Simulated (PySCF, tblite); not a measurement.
# C₂H₂BBr+ (doublet): geometry, infrared bands and EPR parameters

Wanted: the infrared bands and EPR parameters of C₂H₂BBr+ (doublet) (`[CH+]=[C]BBr`), by calculation.

Computed with tblite 0.8.0 and PySCF 2.14.0, with density-fitted response routines of our own, on a single molecule in the gas phase. Atoms count from 0, in the outputs and in this text.

## Step 1: The molecule as given

6 atoms, charge 1, multiplicity 2; geometry from: force field or distance geometry start.

Bonds of the start (Å): C0–C1 1.31, C1–B2 1.54, B2–Br3 2.00, C0–H4 1.05, B2–H5 1.19.

## Step 2: Geometry optimisation with GFN2-xTB

Job settings and geometry (Å):

```
{"job": {"kind": "relax", "xc": "GFN2-xTB", "basis": "xTB"}, "charge": 1, "multiplicity": 2}
C      1.560700    -0.238700     0.067400
C      0.349400    -0.746100     0.131900
B     -0.897800     0.147700    -0.041800
Br    -2.732500    -0.649600     0.062500
H      2.521600     0.180000     0.016100
H     -0.798400     1.308700    -0.257700
```

Command:

```bash
> OMP_NUM_THREADS=1 python probes_run.py task.json out
```

This one command runs all jobs of the session in turn.

The program printed:

```text
step      E/eV     max force
  0    -271.64397    6.402
  1    -271.63933   11.904
  2    -272.21135    2.377
  3    -272.37948    2.174
  4    -272.53924    2.454
  5    -272.62472    0.935
  6    -272.70254    0.865
  7    -272.80140    1.027
  8    -272.83816    0.909
  9    -272.86806    0.487
 10    -272.88648    0.526
 11    -272.91472    0.724
 12    -272.93964    0.723
 13    -272.97105    0.519
 14    -273.00105    0.558
 15    -273.01776    0.528
 16    -273.03691    0.587
 17    -273.06910    0.579
 18    -273.08541    1.303
 19    -273.09142    0.376
 20    -273.10446    0.856
 21    -273.11453    0.257
 22    -273.11923    0.111
 23    -273.11985    0.077
 24    -273.12001    0.079
 25    -273.12012    0.046
 26    -273.12015    0.016
 27    -273.12016    0.011
 28    -273.12017    0.015
 29    -273.12018    0.018
 30    -273.12020    0.012
 31    -273.12020    0.005
```

Run time: 0.09 s. Hardware: 1 thread of Arm Neoverse V2, shared host.

The steps of the relaxation: (the energy doesn't fall at every step)

```
step  energy from step 0 (eV)  largest force (eV/Å)
   0                   0.0000                6.4018
   1                   0.0046               11.9036
   2                  -0.5674                2.3767
   3                  -0.7355                2.1737
   4                  -0.8953                2.4539
   5                  -0.9808                0.9355
   6                  -1.0586                0.8654
   7                  -1.1574                1.0270
   8                  -1.1942                0.9092
   9                  -1.2241                0.4870
  10                  -1.2425                0.5256
  11                  -1.2707                0.7238
  12                  -1.2957                0.7228
  13                  -1.3271                0.5194
  14                  -1.3571                0.5581
  15                  -1.3738                0.5280
  16                  -1.3929                0.5869
  17                  -1.4251                0.5788
  18                  -1.4414                1.3032
  19                  -1.4475                0.3759
  20                  -1.4605                0.8560
  21                  -1.4706                0.2575
  22                  -1.4753                0.1110
  23                  -1.4759                0.0767
  24                  -1.4760                0.0794
  25                  -1.4761                0.0461
  26                  -1.4762                0.0160
  27                  -1.4762                0.0112
  28                  -1.4762                0.0154
  29                  -1.4762                0.0180
  30                  -1.4762                0.0122
  31                  -1.4762                0.0046
```

Close pairs (by a distance rule), those that changed most:

```
  bond  before (Å)  after (Å)  change (Å)
B2–Br3       2.003      1.830      -0.173
 C0–C1       1.315      1.217      -0.098
 C1–B2       1.544      1.483      -0.062
 C0–H4       1.049      1.062      +0.013
 B2–H5       1.185      1.192      +0.007
```

The next job starts from the end point, and lists it.

## Step 3: Vibrational analysis with GFN2-xTB

Job settings and geometry (Å):

```
{"job": {"kind": "ir", "xc": "GFN2-xTB", "basis": "xTB"}, "charge": 1, "multiplicity": 2}
C      1.643175    -0.195078     0.063506
C      0.440263    -0.017528     0.008429
B     -1.022703     0.212557    -0.061193
Br    -2.461040    -0.905353     0.113770
H      2.671534    -0.452015     0.129093
H     -1.268107     1.359409    -0.275179
```

The program printed:

```text
mode    cm-1     km/mol
  1     144.9      3.13
  2     272.2     21.49
  3     378.7     10.23
  4     558.5     24.78
  5     612.3      1.38
  6     680.9     43.47
  7     693.5     43.80
  8     784.7     23.38
  9    1081.9      5.92
 10    2092.8    323.88
 11    2375.9     83.74
 12    3244.7    225.36
```

Run time: 0.07 s. Hardware: 1 thread of Arm Neoverse V2, shared host.

Which atoms move in the most intense modes:

```
cm⁻¹  km/mol                      atoms
 272    21.5  C1 56 %, H5 23 %, C0 14 %
 558    24.8  H5 45 %, B2 42 %, C1 12 %
 681    43.5           H4 76 %, C0 15 %
 694    43.8           H4 80 %, C0 18 %
 785    23.4                    H5 95 %
2093   323.9           C1 58 %, C0 32 %
2376    83.7                    H5 92 %
3245   225.4           H4 87 %, C0 13 %
```

## Step 4: g tensor and hyperfine couplings: B3LYP/def2-TZVP-core+pcH-1

The job, as its differences from that of step 3:

```diff
@@ -1,2 +1,2 @@
-{"job": {"kind": "ir", "xc": "GFN2-xTB", "basis": "xTB"}, "charge": 1, "multiplicity": 2}
+{"job": {"kind": "epr", "basis": "pcH-1"}, "charge": 1, "multiplicity": 2}
 C      1.643175    -0.195078     0.063506
```

With the program's defaults for keys left out, this is: UKS B3LYP, def2-TZVP-core on Br, pcH-1 on B C H, non-relativistic, mean-field spin-orbit, GIAO.

The program printed:

```text
UKS, coarse grid
  cycle   1  E = -2675.96481365  |g| = 1.62e+00
  cycle   2  E = -2675.64044641  |g| = 1.03e+00
  cycle   3  E = -2675.42934769  |g| = 1.01e+00
  cycle   4  E = -2676.01648798  |g| = 2.46e-01
  cycle   5  E = -2676.01215243  |g| = 2.66e-01
  cycle   6  E = -2676.06164466  |g| = 5.49e-02
  cycle   7  E = -2676.06345513  |g| = 2.89e-02
  cycle   8  E = -2676.06390655  |g| = 7.94e-03
  cycle   9  E = -2676.06394983  |g| = 3.44e-03
  cycle  10  E = -2676.06395433  |g| = 3.62e-03
  cycle  11  E = -2676.06396330  |g| = 1.15e-03
  cycle  12  E = -2676.06396601  |g| = 6.63e-04
UKS, final grid
  cycle   1  E = -2676.06396427  |g| = 2.10e-03
  cycle   2  E = -2676.06391342  |g| = 8.50e-03
  cycle   3  E = -2676.06396783  |g| = 3.29e-04
  cycle   4  E = -2676.06396788  |g| = 1.89e-04
  cycle   5  E = -2676.06396791  |g| = 1.05e-04
  cycle   6  E = -2676.06396793  |g| = 5.03e-05
  cycle   7  E = -2676.06396793  |g| = 2.06e-05
E = -2676.06396793 Eh   <S^2> = 0.7556 (exact 0.7500)
g shifts (ppm)      1          2          3
  rmc          -207       -207       -207
  gc             18         17         31
  oz_so      -27886      77578     103576
  total      -27475      78021     103400
hyperfine (MHz)  atom isotope    a_iso     a_fc   dipolar eigenvalues
    0   13C      10.10      18.17    -27.89    -27.21     55.10
    1   13C      41.45      43.63    -20.67    -16.17     36.84
    2   11B     -31.68     -31.36     -9.63     -3.99     13.62
    3  79Br     175.30     -12.14   -321.30   -298.19    619.49
    4    1H     -27.18     -25.53    -12.98     -3.46     16.44
    5    1H     439.25     439.39     -6.75     -6.09     12.84
```

It took 45 s on 1 thread of Arm Neoverse V2, shared host; peak memory 0.78 GiB.

Principal g values 1.97484, 2.08034, 2.10572; g(iso) = 2.05363, against 2.00232 for a free electron.

Hyperfine couplings, nucleus by nucleus at this fixed geometry (no averaging over rotations):

```
nuclei  isotope  a(iso) (MHz)  a(iso) (G, at g = 2.0023)  largest dipolar term (MHz)
    H5       1H         439.3                      156.7                        12.8
   Br3     79Br         175.3                       62.6                       619.5
    C1      13C          41.4                       14.8                        36.8
    B2      11B         -31.7                      -11.3                        13.6
    H4       1H         -27.2                       -9.7                        16.4
    C0      13C          10.1                        3.6                        55.1
```

Mulliken spin populations:

```
atom  value (e)
  C0       0.31
  C1       0.15
  B2      -0.01
 Br3       0.38
  H4      -0.01
  H5       0.18
```

In first order the couplings over 0.8 MHz of 1H, 79Br, 11B give 64 distinct lines over 388.0 G.

The fields below are evaluated on a grid from the run's orbitals.

ELF in a plane through or near 6 of the atoms.

Ten even steps from ' ' (0.00) to '@' (1.00):
```
                                                        
                                                        
                                                        
                                ::==::..                
                              ++@@@@@@%%::              
                  ........    %%@@@@@@@@++              
              ..::--==----....%%@@@@@@@@--              
          ..::==++++****++++==##@@@@@@%%..              
        ..**####****##%%**++##++==%%%%++    ..          
        ##@@@@@@##..==%%----@@..@@--++==--++++--..      
      ..@@@@@@@@##++::%%::::@@--..--%%****##%%**--      
        %%@@@@@@%%++**%%****##==++%%==::--++%%%%==      
        ++@@@@@@##++**##**++==::==##::++##::##%%++      
          --====----==----::    --##--++**::####==      
                  ........      --####++==####++::      
                                --**%%%%##**++::        
                                ..==++++++--::          
                                  ..::--::..            
                                                        
                                                        
```
The map spans 10.6 Å across and 7.7 Å up, centred on the molecule. Atoms in the plane (x, y in Å): C0 (-1.7, -0.1), C1 (-0.4, 0.0), B2 (1.0, 0.1), Br3 (2.4, -1.1), H4 (-2.7, -0.2), H5 (1.4, 1.3).

On the surface of density 0.002 e/bohr³ the electrostatic potential runs, from the 1st to the 99th percentile, from 4.70 V near C0 to 6.53 V near B2.

The spin density lies nearest to Br3 35 %; C0 25 %; H5 18 %; C1 16 %.

## Step 5: Outcome

| quantity | value |
| --- | --- |
| strongest single infrared mode (GFN2-xTB) | 2093 cm⁻¹, 324 km/mol |
| zero-point energy (GFN2-xTB) | 18.5 kcal/mol |
| g(iso) (B3LYP) | 2.05363 |
| ⟨S²⟩ | 0.756 (exact 0.75) |
| largest a(iso) | 1H on H5, 439.3 MHz |

Over 31 steps the energy fell by 1.476 eV; of the close pairs, B2–Br3 changed most, 2.003 to 1.830 Å. All 12 modes are real, so the xTB geometry is a minimum. The strongest single mode, at 2093 cm⁻¹, moves mainly C1 and C0. GFN2-xTB is a fitted tight-binding method: band positions and strengths are rough. Its intensities can rank the bands wrongly. The largest spin populations lie on Br3 (0.38 e), C0 (0.31 e). The isotropic g lies 51.3 ppt above the free-electron value. The hyperfine terms hold no scalar relativity, which the heavier nuclei need.
